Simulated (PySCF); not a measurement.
# C₃H₅B: geometry, NMR shifts, spin-spin couplings, electronic excitations and core binding energies

Aim: predict the NMR shifts, spin-spin couplings, electronic excitations and core binding energies of C₃H₅B (`BC1C=C1`).

The runs use PySCF 2.14.0, with density-fitted response routines of our own; the level of theory stands in each step. All values are computed, except where a source is named. Atoms count from 0, in the outputs and in this text.

### 1 Starting geometry

9 atoms, charge 0, multiplicity 1; geometry from: GFN2-xTB.

Bonds of the start (Å): B0–C1 1.53, C1–C2 1.54, C2–C3 1.28, C3–C1 1.54, B0–H4 1.17, B0–H5 1.17, C1–H6 1.09, C2–H7 1.06, C3–H8 1.06.

### 2 Optimising the geometry at PBE0-D3(BJ)/def2-SVP

What the job is given:

```
{"job": {"xc": "PBE0", "basis": "def2-SVP", "d3": "d3bj", "grid": 1, "kind": "geom"}, "charge": 0, "multiplicity": 1}
B      1.409000    -0.322670    -0.119880
C     -0.009110    -0.253460     0.451290
C     -1.229870    -0.147830    -0.480280
C     -0.929800     0.938760     0.132600
H      1.641460     0.184010    -1.149350
H      2.258070    -0.875660     0.464670
H     -0.217930    -0.736680     1.408290
H     -1.819700    -0.733920    -1.137570
H     -1.075000     1.959430     0.379880
```

**Question.** This job is followed by: GIAO PBE0/pcSseg-1 NMR shielding, non-relativistic, gas phase; B3LYP/pcJ-1 indirect spin-spin coupling, non-relativistic, gas phase; TDDFT CAM-B3LYP/def2-SVPD, vertical, gas phase, core orbitals frozen in the response; GIAO wB97X-D/pcSseg-2 NMR shielding, non-relativistic, gas phase; delta-SCF UKS SCAN, pcX-2 on the ionised atom, pcseg-1 elsewhere, spin-free X2C. What will the session give for the following? point group; rotational constants (main isotopes); 13C shifts against TMS (PBE0/pcSseg-1, means over atoms taken as alike); 1H shifts against TMS (PBE0/pcSseg-1, means over atoms taken as alike); 11B shifts against BF3·OEt2 (PBE0/pcSseg-1); largest coupling of the table (B3LYP/pcJ-1); lowest singlet (CAM-B3LYP/def2-SVPD); brightest single state of those computed; lowest triplet; vertical ionisation energy (ΔSCF); vertical electron affinity (ΔSCF); C1s binding energies, SCAN/pcX-2; range of the shift of C2.

**Answer**, as computed:

| quantity | value |
| --- | --- |
| point group | Cs |
| rotational constants (main isotopes) | 20.69, 6.71, 6.24 GHz |
| 13C shifts against TMS (PBE0/pcSseg-1, means over atoms taken as alike) | 117.5, 25.0 ppm |
| 1H shifts against TMS (PBE0/pcSseg-1, means over atoms taken as alike) | 7.27, 7.21, 1.97 ppm |
| 11B shifts against BF3·OEt2 (PBE0/pcSseg-1) | 87.7 ppm |
| largest coupling of the table (B3LYP/pcJ-1) | 1J(C,H) C2–H7, 258.2 Hz |
| lowest singlet (CAM-B3LYP/def2-SVPD) | 4.64 eV (267 nm), f = 0.008 |
| brightest single state of those computed | state 6, 7.23 eV, f = 0.136 |
| lowest triplet | 3.79 eV |
| vertical ionisation energy (ΔSCF) | 9.71 eV |
| vertical electron affinity (ΔSCF) | -0.57 eV (unbound: the value hangs on the basis) |
| C1s binding energies, SCAN/pcX-2 | C2 291.14, C1 290.67 eV |
| range of the shift of C2 | 117.5 to 120.6 ppm |

**Reading.** The optimisation took 4 steps and gained 0.074 eV; among the close pairs (by a distance rule), B0–H5 changed most, from 1.170 to 1.212 Å. No frequency check was run at this level, so the end point may be a saddle. C2, C3 (mean) (alkene CH) lies farthest downfield among carbon, at 117.5 ppm; as expected for a trigonal carbon in a double bond. The most deshielded hydrogen is H7, H8 (mean) (hydrogen on an alkene CH), at 7.27 ppm: attached to an sp2 carbon and in the plane of the double bond. At PBE0/pcSseg-1: Shielding is most anisotropic at C2, C3 (span 236 ppm, paramagnetic term -188 ppm). In the run at B3LYP/pcJ-1, the largest coupling of the table is C2–H7 (mean over like pairs), 258.2 Hz, of which the Fermi-contact term gives 257.9 Hz. Couplings across rotatable bonds belong to this one conformer; where others are populated, the observed values are averages. The first singlet state (HOMO→LUMO 0.95) lies at 4.64 eV and is weak; of the 10 states computed, the strongest absorption comes from state 6 at 7.23 eV. The lowest triplet lies 0.85 eV below the lowest singlet (triplets in Tamm-Dancoff, singlets in full TDDFT). ΔSCF puts the ionisation energy at 9.71 eV, 1.02 eV above −ε(HOMO). C2 (alkene CH) binds its C1s electron 0.47 eV more tightly than C1 (three-membered-ring carbon).
